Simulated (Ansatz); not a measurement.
# CH₆FNSiTe: up Jacob's ladder to CCSD(T)

How much do the methods differ for CH₆FNSiTe? The plan is to run it at one geometry with functionals of several rungs and with coupled cluster. The yardstick is the atomisation energy at the CCSD(T) limit.

Method: functionals in def2-TZVPP, the program's frozen cores in correlated methods; program: Ansatz 0.2.0, Gaussian basis.

The runs, in order: PBE-D4, r2SCAN-D4, PBE0-D4, B3LYP-D4, ωB97X-V, ωB97M-V, B2PLYP; CCSD(T)/def2-TZVPP; MP2/def2-QZVPP; extrapolation to the limit.

## (1) Structure used throughout

An earlier PBE0-D4 in a triple-zeta def2 set relaxation fixed the geometry. Te takes the def2 core potential; no spin-orbit term is included.

11 atoms, charge 0, spin multiplicity 1.

Atoms are counted from 1 here; the program's logs count them from 0.

Bond lengths: N1–Si2 1.707 Å, N1–H6 1.006 Å, N1–H7 1.005 Å, Si2–C3 1.900 Å, Si2–H8 1.486 Å, Si2–H9 1.485 Å, C3–F4 1.384 Å, C3–Te5 2.151 Å, C3–H10 1.096 Å, Te5–H11 1.660 Å. Angles: Si2–N1–H6 121.9°, Si2–N1–H7 121.1°, H6–N1–H7 112.4°, N1–Si2–C3 112.7°, N1–Si2–H8 107.1°, N1–Si2–H9 111.9°, C3–Si2–H8 108.6°, C3–Si2–H9 105.7°, H8–Si2–H9 110.9°, Si2–C3–F4 111.5°, Si2–C3–Te5 110.2°, Si2–C3–H10 111.6°, F4–C3–Te5 111.8°, F4–C3–H10 108.3°, Te5–C3–H10 103.2°, C3–Te5–H11 93.1°.

## (2) PBE-D4 (GGA)

The input, in.yaml:

```yaml
crystal:
  periodic: [false, false, false]
  atoms:
    - {symbol: N, position_ang: [0.396496, 0.445724, 1.715290]}
    - {symbol: Si, position_ang: [0.275316, -0.719328, 0.473893]}
    - {symbol: C, position_ang: [0.293054, 0.054559, -1.261742]}
    - {symbol: F, position_ang: [0.356119, -0.913372, -2.248759]}
    - {symbol: Te, position_ang: [-1.409169, 1.344886, -1.517922]}
    - {symbol: H, position_ang: [-0.274455, 1.189374, 1.813411]}
    - {symbol: H, position_ang: [1.283985, 0.673432, 2.128994]}
    - {symbol: H, position_ang: [1.450612, -1.619814, 0.604227]}
    - {symbol: H, position_ang: [-0.992565, -1.488578, 0.558102]}
    - {symbol: H, position_ang: [1.143693, 0.733242, -1.391284]}
    - {symbol: H, position_ang: [-2.457588, 0.242976, -0.853610]}
basis:
  gaussian: {orbitals: def2-TZVPP}
hamiltonian: {xc: pbe, dispersion: d4}
output: {forces: true, orbitals: {seedname: orbitals}}
```

Started as:

```sh
$ ansatz run in.yaml --threads 2 --pin off --events-out ev --progress --plain --max-ram 32768MiB --backend cpu
```

The runs that follow: r2SCAN-D4 (meta-GGA); PBE0-D4 (hybrid); B3LYP-D4 (hybrid); ωB97X-V (range-separated); ωB97M-V (range-separated); B2PLYP (double hybrid); CCSD(T) in def2-TZVPP; MP2 in def2-QZVPP.

**Question.** What will the summary of the whole plan be? Wanted: atomisation energy, CCSD(T)/CBS; farthest; mean size of error, hybrid; mean size of error, range-separated; gap, smallest and largest; T1 diagnostic; triples share of the correlation energy.

**Answer**, as computed:

| quantity | value |
| --- | --- |
| atomisation energy, CCSD(T)/CBS | 851.5 kcal/mol |
| functionals within 8.5 kcal/mol (1.0 %) | r2SCAN-D4, PBE0-D4, B3LYP-D4, ωB97X-V, ωB97M-V |
| farthest | B2PLYP (-16.8 kcal/mol) |
| mean size of error, hybrid | 5.6 kcal/mol |
| mean size of error, range-separated | 2.1 kcal/mol |
| gap, smallest and largest | 3.84 eV (PBE-D4), 9.89 eV (ωB97X-V) |
| T1 diagnostic | 0.0118 |
| triples share of the correlation energy | 3.2 % |

What this shows: PBE-D4 is off by +12.0 kcal/mol. Double hybrids carry the basis error of their MP2 part in triple zeta, and no dispersion term here, so their miss is partly the set-up's. The reference freezes the cores and leaves out spin-orbit coupling and excitations past (T), and its outer-core shells are covered unevenly, so misses under about 8.5 kcal/mol can't be ranked. All levels share the lack of spin-orbit coupling, which lowers the free heavy atoms and so the true binding. Hartree-Fock recovers 68 % of the binding; the rest is correlation. The gap grows from 3.8 to 9.9 eV across the functionals, mostly with the share of exact exchange. Correlated methods include outer-core shells of Te, which these sets cover unevenly.
